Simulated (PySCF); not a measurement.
# C2H6BBrSi: the cost of one run

The runs use PySCF 2.14.0, with density-fitted response routines of our own; the level of theory stands in each step. All values are computed, except where a source is named. Atoms count from 0, in the outputs and in this text.

### 1 Starting geometry

11 atoms, charge 0, multiplicity 1; geometry from: GFN2-xTB. The atoms were then displaced at random by about 0.01 Å, so the start is not that level's minimum.

Bonds of the start (Å): C0–C1 1.34, C1–B2 1.53, B2–Si3 2.01, B2–Br4 1.89, C0–H5 1.04, C0–H6 1.09, C1–H7 1.08, Si3–H8 1.48, Si3–H9 1.44, Si3–H10 1.46.

### 2 Geometry optimisation at PBE0-D3(BJ)/def2-SVP

The job: settings as JSON, then the geometry in Å.

```
{"job": {"xc": "PBE0", "basis": "def2-SVP", "d3": "d3bj", "grid": 1, "shake": 0.01, "kind": "geom"}, "charge": 0, "multiplicity": 1}
C     -1.797760    -0.540790     0.225760
C     -1.256620     0.621540    -0.177930
B      0.254690     0.852590    -0.288160
Si     1.722000    -0.478320     0.073860
Br     0.812490     2.593590    -0.784810
H     -1.228730    -1.367970     0.494810
H     -2.878300    -0.640800     0.290910
H     -1.908170     1.447400    -0.436280
H      1.227390    -1.863780     0.225470
H      2.702130    -0.485700    -0.974360
H      2.388980    -0.163600     1.335050
```

Launch:

```bash
$ OMP_NUM_THREADS=1 python probes_run.py task.json out
```

This one command runs all jobs of the session in turn.

**Question.** How long does this first job take on 1 thread of Arm Neoverse V1, shared host, and how much memory does it need?

About 40 s, with a peak of 0.5 GiB.
